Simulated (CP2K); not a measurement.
# CH5Ga (GaH2Me): a first try and a second

Wanted: the energy of CH5Ga (GaH2Me), GFN1-xTB.

The results are computed with CP2K 2026.2.

1 further run of the same task is left out (it didn't finish).

### 1 The structure to begin with

CH5Ga: 7 atoms, total charge 0, spin state singlet. As SMILES, `[H][Ga]([H])[CH3]`. The shape comes from GFN2-xTB, which is rough for such elements, and wasn't checked as a minimum.

Bond lengths: Ga1–C4 2.019 Å, Ga1–H2 1.580 Å, Ga1–H3 1.580 Å, C4–H5 1.094 Å, C4–H6 1.095 Å, C4–H7 1.095 Å. Angles: Ga1–C4–H5 111.2°, Ga1–C4–H6 111.0°, Ga1–C4–H7 111.1°, H2–Ga1–C4 123.7°, H3–Ga1–C4 124.2°, H5–C4–H6 107.6°, H5–C4–H7 107.4°, H6–C4–H7 108.4°, H2–Ga1–H3 112.1°.

### 2 The input as first written

run.inp

```
&FORCE_EVAL
  METHOD Quickstep
  &DFT
    &QS
      METHOD XTB
      EPS_DEFAULT 1.0E-10
      &XTB
        GFN_TYPE 1
        CHECK_ATOMIC_CHARGES F
      &END XTB
    &END QS
    &POISSON
      PERIODIC NONE
      POISSON_SOLVER ANALYTIC
    &END POISSON
    &SCF
      SCF_GUESS ATOMIC
      EPS_SCF 1.0E-07
      MAX_SCF 150
      ADDED_MOS 4
      &DIAGONALIZATION
        ALGORITHM STANDARD
      &END DIAGONALIZATION
      &MIXING
        METHOD BROYDEN_MIXING
        ALPHA 0.3
        NBUFFER 8
      &END MIXING
      &SMEAR ON
        METHOD FERMI_DIRAC
        ELECTRONIC_TEMPERATURE [K] 300
      &END SMEAR
    ! extra output
    &PRINT
      &MOMENTS
        PERIODIC F
        REFERENCE COM
        MAX_MOMENT 1
      &END MOMENTS
      &MO ON
        ENERGIES T
        OCCUPATION_NUMBERS T
        NDIGITS 6
        &EACH
          QS_SCF 0
        &END EACH
        ADD_LAST NUMERIC
      &END MO
      &HIRSHFELD OFF
      &END HIRSHFELD
    &END PRINT
  &END DFT
  &SUBSYS
    ! vacuum box
    &CELL
      ABC 13.6 13.9 11.6
      PERIODIC NONE
    &END CELL
    &COORD
      Ga     7.017585     7.492640     6.007245
      H      8.593835     7.600270     6.037985
      H      6.325105     8.911760     5.967935
      C      6.013975     5.741150     6.008025
      H      5.912575     5.342000     4.994135
      H      5.006165     5.866560     6.416355
      H      6.537205     4.988240     6.605865
    &END COORD
  &END SUBSYS
&END FORCE_EVAL

&GLOBAL
  PROJECT_NAME run
  RUN_TYPE ENERGY
  PRINT_LEVEL MEDIUM
&END GLOBAL
```

Launch:

```
OMP_NUM_THREADS=1 cp2k.psmp -i run.inp > run.out 2>&1
```

Log:

```text
Possible matches for unknown subsection

 MOMENTS

   subsection MOMENTS in section %__ROOT__%FORCE_EVAL%DFT%ENERGY_CORRECTION%PRINT score:  110
   subsection MOMENTS in section %__ROOT__%FORCE_EVAL%DFT%REAL_TIME_PROPAGATION%PRINT score:  110
   subsection MOMENTS in section %__ROOT__%FORCE_EVAL%DFT%PRINT score:  110
   subsection MOMENTS_FT in section %__ROOT__%FORCE_EVAL%DFT%REAL_TIME_PROPAGATION%PRINT score:  107
   enum SILENT in section %__ROOT__%GLOBAL%PRINT for keyword _SECTION_PARAMETERS_ score:  106

 *******************************************************************************
 *   ___                                                                       *
 *  /   \                                                                      *
 * [ABORT]                                                                     *
 *  \___/               unknown subsection MOMENTS of section PRINT            *
 *    |                                                                        *
 *  O/|                                                                        *
 * /| |                                                                        *
 * / \                                               input/input_parsing.F:192 *
 *******************************************************************************

 ===== Routine Calling Stack =====

            6 section_vals_parse
            5 section_vals_parse
            4 section_vals_parse
            3 section_vals_parse
            2 section_vals_parse
            1 read_input

Program received signal SIGABRT: Process abort signal.

Backtrace for this error:
#0  0x48550457f957 in ???
#1  0x485524e34cac in __pthread_kill_implementation
#2  0x485524ddbfb7 in raise
#3  0x485524dc5d37 in abort
#4  0x485504c52d83 in ???
#5  0x485504c54297 in ???
#6  0x485504dc3e77 in ???
#7  0x485504dc38f7 in ???
#8  0x485504dc38f7 in ???
#9  0x485504dc38f7 in ???
#10  0x485504dc38f7 in ???
#11  0x485504699807 in ???
#12  0x485504f04e8b in ???
#13  0x485504f09d0b in ???
#14  0x485504620db3 in ???
#15  0x48550461ef13 in ???
#16  0x485524dc6573 in __libc_start_call_main
#17  0x485524dc6657 in __libc_start_main_impl
#18  0x48550461f06f in ???
#19  0xffffffffffffffff in ???
```

Run time: 0.3 s. Hardware: 1 thread of Arm Neoverse V1, shared host.

### 3 What went wrong

The program refused the input.

The telling line is `\___/               unknown subsection MOMENTS of section PRINT`. Cause: a section of the input isn't closed.

### 4 The mended input

mol.inp

```
&FORCE_EVAL
    METHOD QUICKSTEP
    &DFT
        &QS
            METHOD XTB
            EPS_DEFAULT 1.0E-10
            &XTB
                GFN_TYPE 1
                CHECK_ATOMIC_CHARGES F
            &END XTB
        &END QS
        ! no periodic images
        &POISSON
            PERIODIC NONE
            POISSON_SOLVER ANALYTIC
        &END POISSON
        ! self-consistent field
        &SCF
            SCF_GUESS ATOMIC
            EPS_SCF 1.0E-07
            MAX_SCF 150
            ADDED_MOS 4
            &DIAGONALIZATION
                ALGORITHM STANDARD
            &END DIAGONALIZATION
            &MIXING
                METHOD BROYDEN_MIXING
                ALPHA 0.3
                NBUFFER 8
            &END MIXING
            &SMEAR ON
                METHOD FERMI_DIRAC
                ELECTRONIC_TEMPERATURE [K] 300
            &END SMEAR
        &END SCF
        ! extra output
        &PRINT
            &MOMENTS
                PERIODIC F
                REFERENCE COM
                MAX_MOMENT 1
            &END MOMENTS
            &MO ON
                ENERGIES T
                OCCUPATION_NUMBERS T
                NDIGITS 6
                &EACH
                    QS_SCF 0
                &END EACH
                ADD_LAST NUMERIC
            &END MO
            &HIRSHFELD OFF
            &END HIRSHFELD
        &END PRINT
    &END DFT
    ! structure
    &SUBSYS
        ! vacuum box
        &CELL
            ABC 13.6 13.9 11.6
            PERIODIC NONE
        &END CELL
        &COORD
            Ga     7.017585     7.492640     6.007245
            H      8.593835     7.600270     6.037985
            H      6.325105     8.911760     5.967935
            C      6.013975     5.741150     6.008025
            H      5.912575     5.342000     4.994135
            H      5.006165     5.866560     6.416355
            H      6.537205     4.988240     6.605865
        &END COORD
    &END SUBSYS
&END FORCE_EVAL

&GLOBAL
    PROJECT mol
    RUN_TYPE ENERGY
    PRINT_LEVEL MEDIUM
&END GLOBAL
```

Launch:

```
OMP_NUM_THREADS=1 cp2k.psmp -i mol.inp -o mol.out
```

Log:

```text
CP2K| version string:                                       CP2K version 2026.2
[...]
 GLOBAL| Method name                                                        CP2K
[...]
 GLOBAL| Run type                                                         ENERGY
[...]
                             - Atoms:                                          7
[...]
                             - Spherical basis functions:                     23
[...]
 Number of electrons:                                                         12
[...]
     1 NoMix/Diag. 0.30E+00    0.0     0.26761951        -6.1003202571 -6.10E+00
[...]
    37 Broy./Diag. 0.30E+00    0.0     0.00000006        -6.1091559638 -2.41E-08
  *** SCF run converged in    37 steps ***
[...]
  Fermi energy:                                                -0.21638752090821
[...]
 TB_DIPOLE| Moment [Debye]         -0.31475289      -0.53809291      -0.01012112
 TB_DIPOLE| Derivative [a.u.]       0.00000000       0.00000000       0.00000000
[...]
 ENERGY| Total FORCE_EVAL ( QS ) energy [hartree]             -6.109155963765808
[...]
```

Run time: 0.36 s. Hardware: 1 thread of Arm Neoverse V1, shared host.

### 5 Summary of results

Level: GFN1-xTB.

```
                                 quantity         value
                             total energy   -6.10916 Eh
dipole moment (from atomic charges alone)        0.62 D
                              HOMO energy     -11.61 eV
                              LUMO energy      -4.97 eV
                            HOMO–LUMO gap       6.63 eV
                        dispersion energy  -3.17 kJ/mol
```

The dipole comes from point charges on the atoms alone, without atomic dipoles, so it is partial.
